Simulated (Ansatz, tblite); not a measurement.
# BiH2Me (CH5Bi): a ladder of methods and basis sets

One table from this session's results is given with a row withheld; the runs are named, their logs left out.

Computed with Ansatz 0.2.0, Gaussian basis. Level: as each input shows.

Plan: GFN1-xTB, GFN2-xTB, PBE-D4/def2-TZVP, r2SCAN-D4/def2-TZVP, PBE-QIDH/def2-TZVP, BLYP-D4/def2-TZVP, BHLYP-D4/def2-TZVP, LC-ωPBE/def2-TZVP, revPBE-D4/def2-TZVP, CAM-B3LYP-D4/def2-TZVP, HSE06-D4/def2-TZVP, PBE-D4/def2-SVP, PBE0-D4/def2-SVP, PBE0-D4/def2-TZVPD, PBE-D4/def2-TZVPD, r2SCAN-D4/def2-TZVPD, CCSD(T)/def2-TZVPP, MP2/def2-TZVP, RPA/def2-TZVP, CCSD(T)/def2-TZVPD.

## The geometry

The geometry is that of the singlet, from an earlier relaxation (PBE-D4/def2-TZVP).

7 atoms, charge 0, spin multiplicity 1.

Bond lengths: Bi1–H2 1.811 Å, Bi1–H3 1.811 Å, Bi1–C4 2.286 Å, C4–H5 1.096 Å, C4–H6 1.094 Å, C4–H7 1.096 Å. Angles: H2–Bi1–H3 89.9°, H2–Bi1–C4 92.3°, H3–Bi1–C4 92.5°, Bi1–C4–H5 108.2°, Bi1–C4–H6 109.8°, Bi1–C4–H7 108.2°, H5–C4–H6 110.4°, H5–C4–H7 109.9°, H6–C4–H7 110.4°.

Bi takes a core potential in the def2 sets. No spin-orbit coupling is included.

PBE0-D4/def2-TZVP was run before; its log isn't repeated, and its numbers join the tables.

The first run:

Tight binding, by tblite at 300 K electronic temperature and without a spin-polarisation term:

```python
tblite.interface.Calculator('GFN1-xTB', numbers, positions, charge=0, uhf=0).singlepoint()
```

Tight binding, by tblite at 300 K electronic temperature and without a spin-polarisation term:

```python
tblite.interface.Calculator('GFN2-xTB', numbers, positions, charge=0, uhf=0).singlepoint()
```

start.molden holds the orbitals of an earlier run on this state, given as this run's starting guess.

The input, in.yaml:

```yaml
crystal:
  periodic: [false, false, false]
  atoms:
    - {symbol: Bi, position_ang: [0.503926, 0.879438, 1.078737]}
    - {symbol: H, position_ang: [1.984493, 0.903799, 0.036332]}
    - {symbol: H, position_ang: [-0.238085, 2.170269, 0.047835]}
    - {symbol: C, position_ang: [-0.451147, -0.792150, -0.154443]}
    - {symbol: H, position_ang: [0.072689, -1.727299, 0.074464]}
    - {symbol: H, position_ang: [-0.367359, -0.559885, -1.220012]}
    - {symbol: H, position_ang: [-1.504526, -0.874172, 0.137088]}
basis:
  gaussian: {orbitals: def2-TZVP, initial_orbitals: start.molden}
hamiltonian: {xc: pbe, dispersion: d4}
scf: {omitted_lower_state_checks: [starts]}
output: {orbitals: {seedname: orbitals}}
```

Started as:

```sh
ansatz run in.yaml --threads 4 --pin off --events-out ev --progress --plain --max-ram 3916MiB
```

Among the steps run: PBE-D4/def2-TZVP; r2SCAN-D4/def2-TZVP; PBE-QIDH/def2-TZVP; BLYP-D4/def2-TZVP; BHLYP-D4/def2-TZVP; LC-ωPBE/def2-TZVP; revPBE-D4/def2-TZVP; CAM-B3LYP-D4/def2-TZVP; HSE06-D4/def2-TZVP; PBE-D4/def2-SVP; PBE0-D4/def2-SVP; PBE0-D4/def2-TZVPD; PBE-D4/def2-TZVPD; r2SCAN-D4/def2-TZVPD; CCSD(T)/def2-TZVPP; MP2/def2-TZVP; RPA/def2-TZVP; CCSD(T)/def2-TZVPD.

One table of the session follows, with a row left open; its other results are not shown here.

```
                 level  HOMO (eV)  gap (eV)
       PBE-D4/def2-SVP      -6.14      5.37
      PBE-D4/def2-TZVP      -6.23      5.19
     PBE-D4/def2-TZVPD      -6.24      5.06
   revPBE-D4/def2-TZVP      -6.17      5.22
     BLYP-D4/def2-TZVP      -6.11      5.11
   r2SCAN-D4/def2-TZVP      -6.46      5.74
  r2SCAN-D4/def2-TZVPD      -6.46      5.65
      PBE0-D4/def2-SVP      -7.15      7.14
     PBE0-D4/def2-TZVP      -7.22      6.91
    PBE0-D4/def2-TZVPD      -7.22      6.73
    HSE06-D4/def2-TZVP      -6.83      6.16
    BHLYP-D4/def2-TZVP      -8.10      8.45
CAM-B3LYP-D4/def2-TZVP      -8.44      8.96
     LC-ωPBE/def2-TZVP          ?         ?
```

**Question.** Estimate the row for LC-ωPBE/def2-TZVP.

As computed: HOMO (eV): -9.66; gap (eV): 11.30. In the column «HOMO (eV)» it is the lowest.
